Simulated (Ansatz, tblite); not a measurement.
**The cluster Ga₃H₇O₈: rung by rung**

Aim: run the singlet of the cluster Ga₃H₇O₈ at one geometry on many levels, and compare frontier levels, spin and run time.

Program: Ansatz 0.2.0, Gaussian basis. Level of theory: as each input shows. These are calculated values, not measurements.

Levels to be run: GFN1-xTB, GFN2-xTB, PBE-D4/def2-TZVP, r2SCAN-D4/def2-TZVP, r2SCANh-D4/def2-TZVP, r2SCAN0-D4/def2-TZVP, PBE-D4/def2-SVP, PBE0-D4/def2-SVP, HF/STO-3G, MP2/def2-SVP, RPA/def2-SVP.

4 further runs of the same task are left out: 3 that didn't finish, 1 set aside as unsound or not needed. Runs told in other sessions of the task aren't counted.

## 1. The relaxed structure

The singlet was relaxed beforehand with PBE-D4/def2-SVP.

18 atoms, charge 0, spin multiplicity 1.

Bond lengths: Ga1–O4 1.808 Å, Ga1–O7 1.956 Å, Ga1–O9 1.791 Å, Ga1–O10 2.038 Å, Ga2–O7 1.905 Å, Ga2–O8 1.794 Å, Ga2–O10 1.907 Å, Ga2–O11 1.913 Å, Ga3–O5 1.807 Å, Ga3–O6 1.822 Å, Ga3–O7 1.910 Å, Ga3–O11 2.014 Å, O4–H12 0.974 Å, O5–H13 0.976 Å, O6–H14 0.975 Å, O8–H15 0.975 Å, O9–H16 0.992 Å, O10–H17 0.975 Å and more. Angles: O4–Ga1–O7 112.5°, O4–Ga1–O9 125.3°, O4–Ga1–O10 98.9°, O7–Ga1–O9 112.8°, O7–Ga1–O10 81.5°, O9–Ga1–O10 116.7°, O7–Ga2–O8 133.2°, O7–Ga2–O10 86.3°, O7–Ga2–O11 86.3°, O8–Ga2–O10 122.2°, O8–Ga2–O11 113.0°, O10–Ga2–O11 109.0°, O5–Ga3–O6 119.6°, O5–Ga3–O7 119.2°, O5–Ga3–O11 111.0°, O6–Ga3–O7 110.1°, O6–Ga3–O11 107.2°, O7–Ga3–O11 83.4° and more.

PBE0-D4/def2-TZVP was run before; its log isn't repeated, and its numbers join the tables.

## 2. GFN1-xTB

Tight binding, by tblite at 300 K electronic temperature and without a spin-polarisation term:

```python
tblite.interface.Calculator('GFN1-xTB', numbers, positions, charge=0, uhf=0).singlepoint()
```

Energy -1241.4368 eV, HOMO -11.94 eV, LUMO -6.19 eV; 0.017 s.

## 3. GFN2-xTB

Tight binding, by tblite at 300 K electronic temperature and without a spin-polarisation term:

```python
tblite.interface.Calculator('GFN2-xTB', numbers, positions, charge=0, uhf=0).singlepoint()
```

Energy -1090.2297 eV, HOMO -12.51 eV, LUMO -8.78 eV; 0.014 s.

## 4. PBE-D4/def2-TZVP

start.molden holds the orbitals of an earlier run on this state, given as this run's starting guess.

The input, in.yaml:

```yaml
crystal:
  periodic: [false, false, false]
  atoms:
    - {symbol: Ga, position_ang: [1.352703, -0.703892, -1.027326]}
    - {symbol: Ga, position_ang: [-0.057467, -0.633729, 1.498905]}
    - {symbol: Ga, position_ang: [-1.289351, 1.176568, -0.335039]}
    - {symbol: O, position_ang: [1.854433, -2.421204, -1.285641]}
    - {symbol: O, position_ang: [-3.082360, 1.311848, -0.511272]}
    - {symbol: O, position_ang: [-0.210079, 2.384268, -1.168939]}
    - {symbol: O, position_ang: [-0.478525, -0.553168, -0.357707]}
    - {symbol: O, position_ang: [-0.612770, -1.687463, 2.840219]}
    - {symbol: O, position_ang: [1.829857, 0.679994, -2.059165]}
    - {symbol: O, position_ang: [1.769896, -0.550061, 0.961466]}
    - {symbol: O, position_ang: [-0.756597, 1.143281, 1.607107]}
    - {symbol: H, position_ang: [2.072619, -2.581888, -2.221298]}
    - {symbol: H, position_ang: [-3.485897, 0.430925, -0.624939]}
    - {symbol: H, position_ang: [-0.717730, 2.972623, -1.757437]}
    - {symbol: H, position_ang: [-0.456334, -2.633311, 2.662252]}
    - {symbol: H, position_ang: [1.218251, 1.433726, -1.853558]}
    - {symbol: H, position_ang: [2.429588, -1.170870, 1.322566]}
    - {symbol: H, position_ang: [-1.380266, 1.402362, 2.309809]}
basis:
  gaussian: {orbitals: def2-TZVP, initial_orbitals: start.molden}
hamiltonian: {xc: pbe, dispersion: d4}
scf: {omitted_lower_state_checks: [starts]}
output: {forces: true, orbitals: {seedname: orbitals}}
```

On the command line:

```bash
> ansatz run in.yaml --threads 4 --pin off --events-out ev --progress --plain --max-ram 6963MiB
```

Log, shortened:

```text
Functional definition: PBE
  name "PBE"
  cite "Perdew, Burke & Ernzerhof, Phys. Rev. Lett. 77, 3865 (1996) doi:10.1103/PhysRevLett.77.3865"
  parent pbe
[...]
2620 factors; their error is unknown
[...]
mean field -173600.72376426 eV, -6379.7089275398 hartree, gradient 2.6e-5 eV, S^2 0.000000; 0 other end points of the search recorded, 0 dependent functions left out
[...]
reference -173600.72382557 eV, -6379.7089297929 hartree; 82, 82 occupied and 352, 352 virtual orbitals, 2620 factors
Total energy: -173601.38672599 eV, -6379.7332909341 hartree
Atom 0 at     1.352703    -0.703892    -1.027326 Å, force    -0.075848     0.015169     0.026598 eV/Å
Atom 1 at    -0.057467    -0.633729     1.498905 Å, force    -0.029262    -0.041979    -0.068443 eV/Å
Atom 2 at    -1.289351     1.176568    -0.335039 Å, force     0.000603    -0.039717    -0.024744 eV/Å
Atom 3 at     1.854433    -2.421204    -1.285641 Å, force     0.044861    -0.078139    -0.166923 eV/Å
Atom 4 at    -3.082360     1.311848    -0.511272 Å, force    -0.123088    -0.181360    -0.033683 eV/Å
Atom 5 at    -0.210079     2.384268    -1.168939 Å, force    -0.137100     0.187237    -0.064032 eV/Å
Atom 6 at    -0.478525    -0.553168    -0.357707 Å, force    -0.002295     0.030308    -0.012602 eV/Å
Atom 7 at    -0.612770    -1.687463     2.840219 Å, force     0.027471    -0.165179    -0.013392 eV/Å
Atom 8 at     1.829857     0.679994    -2.059165 Å, force    -0.067002     0.119134     0.017053 eV/Å
Atom 9 at     1.769896    -0.550061     0.961466 Å, force     0.187857    -0.057946     0.097562 eV/Å
Atom 10 at    -0.756597     1.143281     1.607107 Å, force    -0.038988     0.111120     0.159284 eV/Å
Atom 11 at     2.072619    -2.581888    -2.221298 Å, force    -0.000092    -0.001435     0.154846 eV/Å
Atom 12 at    -3.485897     0.430925    -0.624939 Å, force     0.057989     0.187542     0.045985 eV/Å
Atom 13 at    -0.717730     2.972623    -1.757437 Å, force     0.092333    -0.104615     0.103864 eV/Å
Atom 14 at    -0.456334    -2.633311     2.662252 Å, force    -0.015977     0.167824     0.037373 eV/Å
Atom 15 at     1.218251     1.433726    -1.853558 Å, force     0.140637    -0.137232    -0.066047 eV/Å
Atom 16 at     2.429588    -1.170870     1.322566 Å, force    -0.144975     0.081392    -0.052331 eV/Å
Atom 17 at    -1.380266     1.402362     2.309809 Å, force     0.082877    -0.092123    -0.140368 eV/Å
Dipole moment:    -0.253538    -0.324891     0.463182 e Å
Checks for a lower state left out: starts
```

Wall time 15 s (4 threads of Arm Neoverse V1, shared host); peak memory 1.2 GiB.

HOMO -6.38 eV, LUMO -2.41 eV.

## 5. r2SCAN-D4/def2-TZVP

in.yaml, as its differences from that of step 4:

```diff
@@ -23,4 +23,4 @@
   gaussian: {orbitals: def2-TZVP, initial_orbitals: start.molden}
-hamiltonian: {xc: pbe, dispersion: d4}
+hamiltonian: {xc: r2scan, dispersion: d4}
 scf: {omitted_lower_state_checks: [starts]}
-output: {forces: true, orbitals: {seedname: orbitals}}
+output: {orbitals: {seedname: orbitals}}
```

Same command.

Log:

```text
Functional definition: r2SCAN
  name "r2SCAN"
  cite "Furness, Kaplan, Ning, Perdew & Sun, J. Phys. Chem. Lett. 11, 8208 (2020) doi:10.1021/acs.jpclett.0c02405"
  cite "Furness, Kaplan, Ning, Perdew & Sun, J. Phys. Chem. Lett. 11, 9248 (2020) doi:10.1021/acs.jpclett.0c03077"
  parent r2scan
  parameter k0 = 0.174
  parameter k1 = 0.065
  parameter a1 = 4.9479
  exchange = r2scan_x(k0 = k0, k1 = k1, a1 = a1)
  correlation = r2scan_c
these checks for a lower state are left out or cut short: starts
2620 factors; their error is unknown
mean field evaluation 1: about -173633.4798 eV, gradient 1.1e1 eV
mean field evaluation 2: about -173633.5699 eV, gradient 1.4e-1 eV
mean field evaluation 4: about -173633.5129 eV, gradient 4.1e-4 eV
mean field -173633.51286053 eV, -6380.9139046025 hartree, gradient 2.1e-5 eV, S^2 0.000000; 0 other end points of the search recorded, 0 dependent functions left out
reference -173633.51287831 eV, -6380.9139052558 hartree; 82, 82 occupied and 352, 352 virtual orbitals, 2620 factors
Total energy: -173633.68343977 eV, -6380.9201732738 hartree
Checks for a lower state left out: starts
```

Wall time 26 s (4 threads of Arm Neoverse V1, shared host); peak memory 1.3 GiB.

From the report: HOMO -6.75 eV, LUMO -2.07 eV.

## 6. r2SCANh-D4/def2-TZVP

in.yaml, as its differences from that of step 5:

```diff
@@ -23,3 +23,3 @@
   gaussian: {orbitals: def2-TZVP, initial_orbitals: start.molden}
-hamiltonian: {xc: r2scan, dispersion: d4}
+hamiltonian: {xc: {name: r2SCANh}, dispersion: d4}
 scf: {omitted_lower_state_checks: [starts]}
```

Same command.

Log, shortened:

```text
Functional definition: r2SCANh
  name "r2SCANh"
  cite "Bursch, Neugebauer, Ehlert & Grimme, J. Chem. Phys. 156, 134105 (2022) doi:10.1063/5.0086040"
  cite "Furness, Kaplan, Ning, Perdew & Sun, J. Phys. Chem. Lett. 11, 8208 (2020) doi:10.1021/acs.jpclett.0c02405"
  cite "Furness, Kaplan, Ning, Perdew & Sun, J. Phys. Chem. Lett. 11, 9248 (2020) doi:10.1021/acs.jpclett.0c03077"
  parent r2scan
[...]
2689 factors; their error is unknown
[...]
mean field -173631.50332168 eV, -6380.8400554115 hartree, gradient 9.7e-6 eV, S^2 0.000000; 0 other end points of the search recorded, 0 dependent functions left out
reference -173631.50333791 eV, -6380.8400560082 hartree; 82, 82 occupied and 352, 352 virtual orbitals, 2689 factors
Total energy: -173631.68870578 eV, -6380.8468681516 hartree
Checks for a lower state left out: starts
```

Wall time 47 s (4 threads of Arm Neoverse V1, shared host); peak memory 2.9 GiB.

HOMO -7.39 eV, LUMO -1.75 eV.

## 7. r2SCAN0-D4/def2-TZVP

in.yaml, as its differences from that of step 6:

```diff
@@ -23,3 +23,3 @@
   gaussian: {orbitals: def2-TZVP, initial_orbitals: start.molden}
-hamiltonian: {xc: {name: r2SCANh}, dispersion: d4}
+hamiltonian: {xc: {name: r2SCAN0}, dispersion: d4}
 scf: {omitted_lower_state_checks: [starts]}
```

Same command.

Log, shortened:

```text
Functional definition: r2SCAN0
  name "r2SCAN0"
  cite "Bursch, Neugebauer, Ehlert & Grimme, J. Chem. Phys. 156, 134105 (2022) doi:10.1063/5.0086040"
  cite "Furness, Kaplan, Ning, Perdew & Sun, J. Phys. Chem. Lett. 11, 8208 (2020) doi:10.1021/acs.jpclett.0c02405"
  cite "Furness, Kaplan, Ning, Perdew & Sun, J. Phys. Chem. Lett. 11, 9248 (2020) doi:10.1021/acs.jpclett.0c03077"
  parent r2scan
[...]
2755 factors; their error is unknown
[...]
mean field -173628.62212523 eV, -6380.7341733950 hartree, gradient 2.6e-5 eV, S^2 0.000000; 0 other end points of the search recorded, 0 dependent functions left out
reference -173628.62213919 eV, -6380.7341739080 hartree; 82, 82 occupied and 352, 352 virtual orbitals, 2755 factors
Total energy: -173628.82784274 eV, -6380.7417333742 hartree
Checks for a lower state left out: starts
```

Wall time 46 s (4 threads of Arm Neoverse V1, shared host); peak memory 3 GiB.

HOMO -8.36 eV, LUMO -1.28 eV.

## 8. PBE-D4/def2-SVP

in.yaml, as its differences from that of step 7:

```diff
@@ -22,4 +22,4 @@
 basis:
-  gaussian: {orbitals: def2-TZVP, initial_orbitals: start.molden}
-hamiltonian: {xc: {name: r2SCAN0}, dispersion: d4}
+  gaussian: {orbitals: def2-SVP, initial_orbitals: start.molden}
+hamiltonian: {xc: pbe, dispersion: d4}
 scf: {omitted_lower_state_checks: [starts]}
```

The command is unchanged.

Log:

```text
Functional definition: PBE
  name "PBE"
  cite "Perdew, Burke & Ernzerhof, Phys. Rev. Lett. 77, 3865 (1996) doi:10.1103/PhysRevLett.77.3865"
  parent pbe
  parameter kappa = 0.804
  parameter beta = 0.06672455060314922
  exchange = pbe_x(kappa = kappa, mu = beta*pi^2/3)
  correlation = pbe_c(beta = beta)
these checks for a lower state are left out or cut short: starts
2615 factors; their error is unknown
mean field evaluation 1: about -173559.4560 eV, gradient 2.0e1 eV
mean field evaluation 2: about -173560.3900 eV, gradient 6.6e-1 eV
mean field evaluation 4: about -173560.2902 eV, gradient 7.9e-2 eV
mean field -173560.29018015 eV, -6378.2230207306 hartree, gradient 2.5e-5 eV, S^2 0.000000; 0 other end points of the search recorded, 0 dependent functions left out
reference -173560.29023853 eV, -6378.2230228758 hartree; 82, 82 occupied and 161, 161 virtual orbitals, 2615 factors
Total energy: -173560.95313895 eV, -6378.2473840169 hartree
Checks for a lower state left out: starts
```

Run time: 6 s. Hardware: 4 threads of Arm Neoverse V1, shared host.

HOMO -6.02 eV, LUMO -2.14 eV.

## 9. PBE0-D4/def2-SVP

in.yaml, as its differences from that of step 8:

```diff
@@ -23,3 +23,3 @@
   gaussian: {orbitals: def2-SVP, initial_orbitals: start.molden}
-hamiltonian: {xc: pbe, dispersion: d4}
+hamiltonian: {xc: pbe0, dispersion: d4}
 scf: {omitted_lower_state_checks: [starts]}
```

The command is unchanged.

Log:

```text
Functional definition: PBE0
  name "PBE0"
  cite "Adamo & Barone, J. Chem. Phys. 110, 6158 (1999) doi:10.1063/1.478522"
  cite "Perdew, Burke & Ernzerhof, Phys. Rev. Lett. 77, 3865 (1996) doi:10.1103/PhysRevLett.77.3865"
  parent pbe
  parameter a = 0.25
  parameter kappa = 0.804
  parameter beta = 0.06672455060314922
  exchange = (1 - a)*pbe_x(kappa = kappa, mu = beta*pi^2/3) + a*exact_x
  correlation = pbe_c(beta = beta)
these checks for a lower state are left out or cut short: starts
2346 factors; integrals over basis functions are off by at most 1.1e-3 eV
mean field evaluation 1: about -173562.6475 eV, gradient 1.6e1 eV
mean field evaluation 2: about -173563.1530 eV, gradient 3.6e-1 eV
mean field evaluation 4: about -173563.3736 eV, gradient 1.4e-3 eV
mean field -173563.37362450 eV, -6378.3363352204 hartree, gradient 2.8e-5 eV, S^2 0.000000; 0 other end points of the search recorded, 0 dependent functions left out
reference -173563.37366798 eV, -6378.3363368183 hartree; 82, 82 occupied and 161, 161 virtual orbitals, 2346 factors
Total energy: -173563.95004136 eV, -6378.3575181494 hartree
Checks for a lower state left out: starts
```

Run time: 11 s. Hardware: 4 threads of Arm Neoverse V1, shared host; peak memory 1 GiB.

Report: HOMO -7.81 eV, LUMO -1.25 eV.

## 10. HF/STO-3G

in.yaml, as its differences from that of step 9:

```diff
@@ -22,4 +22,4 @@
 basis:
-  gaussian: {orbitals: def2-SVP, initial_orbitals: start.molden}
-hamiltonian: {xc: pbe0, dispersion: d4}
+  gaussian: {orbitals: STO-3G}
+hamiltonian: {xc: hf}
 scf: {omitted_lower_state_checks: [starts]}
```

Launched as before.

Log:

```text
Functional definition: HF
  name "HF"
  cite "Fock, Z. Phys. 61, 126 (1930) doi:10.1007/BF01340294"
  parent pbe
  exchange = exact_x
  correlation = 0
these checks for a lower state are left out or cut short: starts
1259 factors; integrals over basis functions are off by at most 7.7e-5 eV
mean field evaluation 1: about -171361.3369 eV, gradient 4.8e1 eV
mean field evaluation 2: about -171361.6097 eV, gradient 4.8e1 eV
mean field evaluation 4: about -171370.6486 eV, gradient 3.3e0 eV
mean field evaluation 8: about -171370.7234 eV, gradient 8.1e-2 eV
mean field -171370.71439899 eV, -6297.7575949205 hartree, gradient 1.3e-5 eV, S^2 0.000000; 0 other end points of the search recorded, 0 dependent functions left out
reference -171370.71439899 eV, -6297.7575949205 hartree; 82, 82 occupied and 19, 19 virtual orbitals, 1259 factors
Total energy: -171370.71439899 eV, -6297.7575949205 hartree
Checks for a lower state left out: starts
```

Wall time 1.6 s (4 threads of Arm Neoverse V1, shared host).

From the report: HOMO -6.09 eV, LUMO 7.24 eV.

## 11. MP2/def2-SVP

in.yaml, as its differences from that of step 10:

```diff
@@ -22,4 +22,4 @@
 basis:
-  gaussian: {orbitals: STO-3G}
-hamiltonian: {xc: hf}
+  gaussian: {orbitals: def2-SVP, initial_orbitals: start.molden}
+correlation: {method: mp2}
 scf: {omitted_lower_state_checks: [starts]}
```

Same command.

Log:

```text
Functional definition: HF
  name "HF"
  cite "Fock, Z. Phys. 61, 126 (1930) doi:10.1007/BF01340294"
  parent pbe
  exchange = exact_x
  correlation = 0
these checks for a lower state are left out or cut short: starts
2346 factors; integrals over basis functions are off by at most 1.1e-3 eV
mean field evaluation 1: about -173385.0294 eV, gradient 3.7e1 eV
mean field evaluation 2: about -173387.6074 eV, gradient 2.2e0 eV
mean field evaluation 4: about -173387.6502 eV, gradient 1.2e-1 eV
mean field evaluation 8: about -173387.6502 eV, gradient 2.4e-6 eV
mean field -173387.65018347 eV, -6371.8786178721 hartree, gradient 2.4e-6 eV, S^2 0.000000; 0 other end points of the search recorded, 0 dependent functions left out
35 core orbitals not correlated: weight in the atoms' cores, before any rotation towards them, 1.000 or more for the frozen orbitals, at most 0.000 for the correlated occupied ones
reference -173387.65018347 eV, -6371.8786178721 hartree; 47, 47 occupied and 161, 161 virtual orbitals, 2346 factors
second order -58.80731976 eV of doubles, -0.00000000 eV of singles
Total energy: -173446.45750323 eV, -6374.0397470124 hartree
Checks for a lower state left out: starts
```

It took 13 s on 4 threads of Arm Neoverse V1, shared host; peak memory 1 GiB.

Hartree-Fock HOMO -12.34 eV, LUMO 2.05 eV.

## 12. RPA/def2-SVP

in.yaml, as its differences from that of step 11:

```diff
@@ -23,4 +23,4 @@
   gaussian: {orbitals: def2-SVP, initial_orbitals: start.molden}
-correlation: {method: mp2}
+hamiltonian: {xc: pbe}
+correlation: {method: rpa}
 scf: {omitted_lower_state_checks: [starts]}
-output: {orbitals: {seedname: orbitals}}
```

Same command.

Log, shortened:

```text
Functional definition: PBE
  name "PBE"
  cite "Perdew, Burke & Ernzerhof, Phys. Rev. Lett. 77, 3865 (1996) doi:10.1103/PhysRevLett.77.3865"
  parent pbe
[...]
2346 factors; integrals over basis functions are off by at most 1.1e-3 eV
[...]
mean field -173560.29015195 eV, -6378.2230196942 hartree, gradient 1.7e-6 eV, S^2 0.000000; 0 other end points of the search recorded, 0 dependent functions left out
35 core orbitals not correlated: weight in the atoms' cores, before any rotation towards them, 1.000 or more for the frozen orbitals, at most 0.000 for the correlated occupied ones
reference -173382.88063358 eV, -6371.7033401466 hartree; 47, 47 occupied and 161, 161 virtual orbitals, 2346 factors
Total energy: -173467.77275334 eV, -6374.8230680057 hartree
Checks for a lower state left out: starts
```

Wall time 15 s (4 threads of Arm Neoverse V1, shared host); peak memory 0.84 GiB.

## 13. Comparison

```csv
level,functions,HOMO (eV),LUMO (eV),gap (eV),time
HF/STO-3G,101,-6.09,7.24,13.33,1.6 s
PBE-D4/def2-SVP,243,-6.02,-2.14,3.87,6 s
PBE-D4/def2-TZVP,434,-6.38,-2.41,3.96,15 s
r2SCAN-D4/def2-TZVP,434,-6.75,-2.07,4.69,26 s
r2SCANh-D4/def2-TZVP,434,-7.39,-1.75,5.64,47 s
PBE0-D4/def2-SVP,243,-7.81,-1.25,6.56,11 s
PBE0-D4/def2-TZVP,434,-8.08,-1.49,6.59,36 s
r2SCAN0-D4/def2-TZVP,434,-8.36,-1.28,7.08,46 s
```

The pieces so far (eV):

```csv
basis,HF,MP2 correlation,total
def2-SVP,-173387.6502,-58.8073,-173446.4575 (MP2)
```

## 14. Binding energy

Free atoms were run apart at each level; binding is atoms less cluster, divided by the number of atoms, without zero-point or spin-orbit terms.

```csv
level,binding an atom (eV)
HF/def2-SVP,2.571
PBE-D4/def2-SVP,3.985
PBE-D4/def2-TZVP,3.950
r2SCAN-D4/def2-TZVP,3.905
r2SCANh-D4/def2-TZVP,3.851
PBE0-D4/def2-SVP,3.839
PBE0-D4/def2-TZVP,3.816
r2SCAN0-D4/def2-TZVP,3.775
MP2/def2-SVP,3.827
```

## 15. Results

```
                                                 quantity                                   value
gap in def2-TZVP, named functionals, smallest and largest  3.96 eV (PBE-D4), 7.08 eV (r2SCAN0-D4)
                         correlation energy, MP2/def2-SVP                               -58.81 eV
                binding an atom, functionals in def2-TZVP   3.77 (r2SCAN0-D4) to 3.95 eV (PBE-D4)
          PBE0 total energy, smallest basis above largest          40.25 eV (def2-SVP, def2-TZVP)
```

In words: Orbital gaps of the named functionals in def2-TZVP span 3.96 eV (PBE-D4) to 7.08 eV (r2SCAN0-D4); exact exchange widens it.

The slowest run with a step of its own, r2SCANh-D4/def2-TZVP, took 47 s; the quickest functional in def2-TZVP took 15 s (shared host).
